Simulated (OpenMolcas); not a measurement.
# Os²⁺ among point charges: CASSCF and CASPT2 levels and susceptibility

How does a field of 6 point charges split the states of Os²⁺, and what χT follows?

Program: OpenMolcas 26.06. Level of theory: state-averaged CASSCF and CASPT2, spin-orbit coupling by RASSI with atomic mean-field integrals. These are calculated values, not measurements, unless marked.

## 1. Starting point

```
Species                           : Os²⁺ (osmium, Z = 76, 74 electrons)
Basis                             : ANO-RCC-VDZP [7s6p4d2f1g], 68 functions
Scalar Hamiltonian                : DKH2, point nucleus
Inactive shells                   : 1s 2s 2p 3s 3p 3d 4s 4p 4d 4f 5s 5p
Active space                      : 6 electrons in 5 orbitals (5d)
Some configurations of this space : 5d⁶
Orbitals                          : optimised for each spin and parity, averaged over all roots
```

Outer shells as boxes (Hund's rule):

5d6
```
5d [↑↓][↑ ][↑ ][↑ ][↑ ]
```

The ion sits among 6 point charges of -1.7 e arranged as an octahedron (Oh), 2.09 Å from the ion.

Each step is its own input file, run in one work folder so that later steps find the files of earlier ones. Labels, J, g values, rates, χT and fits are worked out afterwards by a script from the matrices that RASSI stores. The input lists half of the charges; inversion (Group=XYZ) makes the rest.

## 2. One- and two-electron integrals

The input, a.inp:

```
&GATEWAY
Coord
1

Os 0.0 0.0 0.0
Basis=ANO-RCC-VDZP
Group=XYZ
NoMove
AngMom=0.0 0.0 0.0
AMFI
XField
3 Angstrom 0
2.090000 0.000000 0.000000 -1.700000
0.000000 2.090000 0.000000 -1.700000
0.000000 0.000000 2.090000 -1.700000
&SEWARD
```

Command:

```bash
OMP_NUM_THREADS=1 MOLCAS_MEM=1689 MOLCAS_PROJECT=a pymolcas a.inp > a.log
```

## 3. Reference wave functions, quintets of even parity, 5 roots

The input, a.inp:

```
&RASSCF
FileOrb=start.orb
Symmetry=1
Spin=5
nActEl=6 0 0
Inactive=15 19
Ras2=5 0
CIRoot=5 5 1
SDav=5
CIMx=300
Iter=120 100
PrWF=0.3
OrbListing=Nothing
MaxOrb=0
>>> COPY $Project.JobIph JOB001
```

start.orb holds the contracted functions of the basis, ordered by shell, or the orbitals of the step before.

## 4. Reference wave functions, triplets of even parity, 45 roots

The input, a.inp:

```
&RASSCF
FileOrb=start.orb
Symmetry=1
Spin=3
nActEl=6 0 0
Inactive=15 19
Ras2=5 0
CIRoot=45 45 1
SDav=45
CIMx=300
Iter=120 100
PrWF=0.3
OrbListing=Nothing
MaxOrb=0
>>> COPY $Project.JobIph JOB002
```

## 5. Reference wave functions, singlets of even parity, 50 roots

The input, a.inp:

```
&RASSCF
FileOrb=start.orb
Symmetry=1
Spin=1
nActEl=6 0 0
Inactive=15 19
Ras2=5 0
CIRoot=50 50 1
SDav=50
CIMx=300
Iter=120 100
PrWF=0.3
OrbListing=Nothing
MaxOrb=0
>>> COPY $Project.JobIph JOB003
```

## 6. RASSI: spin-orbit coupling between the states

The input, a.inp:

```
&RASSI
NrOfJobIphs=3 5 45 50
1 2 3 4 5
1 2 3 4 5 6 7 8 9 10 11 12 13 14 15 16 17 18 19 20 21 22 23 24 25 26 27
28 29 30 31 32 33 34 35 36 37 38 39 40 41 42 43 44 45
1 2 3 4 5 6 7 8 9 10 11 12 13 14 15 16 17 18 19 20 21 22 23 24 25 26 27
28 29 30 31 32 33 34 35 36 37 38 39 40 41 42 43 44 45 46 47 48 49 50
IphNames
JOB001
JOB002
JOB003
EJob
SpinOrbit
DIPRint=1.0
SOCoupling=1000.0
Subsets=2
Property=9
'ANGMOM' 1 'ANGMOM' 2 'ANGMOM' 3 'MLTPL  1' 1 'MLTPL  1' 2 'MLTPL  1' 3
'AMFI' 1 'AMFI' 2 'AMFI' 3
SOProperty=3
'ANGMOM' 1 'ANGMOM' 2 'ANGMOM' 3
```

## 7. CASPT2: IPEA 0.25, imaginary shift 0.1 (closed shells correlated: 5s 5p)

The input, a.inp:

```
>>> COPY JOB001 $Project.JobIph
&CASPT2
Multistate=5 1 2 3 4 5
NoMult
Frozen=14 16
IPEA=0.25
Imaginary=0.1
MaxIter=60
WThr=0.0 0.3 0.05
PrWF=0.5
NoMix
>>> COPY JOB002 $Project.JobIph
&CASPT2
Multistate=45 1 2 3 4 5 6 7 8 9 10 11 12 13 14 15 16 17 18 19 20 21 22
23 24 25 26 27 28 29 30 31 32 33 34 35 36 37 38 39 40 41 42 43 44 45
NoMult
Frozen=14 16
IPEA=0.25
Imaginary=0.1
MaxIter=60
WThr=0.0 0.3 0.05
PrWF=0.5
NoMix
>>> COPY JOB003 $Project.JobIph
&CASPT2
Multistate=50 1 2 3 4 5 6 7 8 9 10 11 12 13 14 15 16 17 18 19 20 21 22
23 24 25 26 27 28 29 30 31 32 33 34 35 36 37 38 39 40 41 42 43 44 45 46
47 48 49 50
NoMult
Frozen=14 16
IPEA=0.25
Imaginary=0.1
MaxIter=60
WThr=0.0 0.3 0.05
PrWF=0.5
NoMix
```

(Steps that only read results are left out.)

**Question.** What will these runs give? Wanted: spin-free ground state; first state of the same spin within the active space; lowest level; next level.

The runs gave:

| quantity | value |
| --- | --- |
| method | SS-CASPT2, IPEA 0.25, imaginary shift 0.1 (closed shells correlated: 5s 5p) |
| spin-free ground state | 5T2, 3-fold in its orbital part |
| first state of the same spin within the active space | 5E at 15000 cm⁻¹ |
| lowest level | 1-fold A1 |
| next level | 2534.1 cm⁻¹ |
| χT at 300 K | 0.29 cm³ K/mol |
| effective moment at 300 K | 1.51 μB |

Cost by method:

```
                                              method  time of its own steps  time with the reference
                                           A. CASSCF                   22 s                     22 s
B. SS-CASPT2, IPEA 0.25, imaginary shift 0.1, +5s 5p                  9.3 s                     31 s
```

Times are of one thread on a shared host.

**Reading.** The spin-free ground state (5T2) comes to 100 % from free-ion D terms and keeps the highest spin of the shell. χT at 300 K is 0.29, against 3.01 cm³ K/mol for the spin alone, so spin-orbit coupling lowers it. An active space of the d shell alone favours high spin; real ions in strong fields can be low spin. CASPT2 does not keep the components of a term degenerate, and the means are used. The field of point charges can differ much from that of real complexes. With metal d orbitals alone active, the gaps between spin states are rough; where two lie within a few thousand cm-1, their order is open. Point charges carry no covalency, so the field is a model and not that of real ligands.
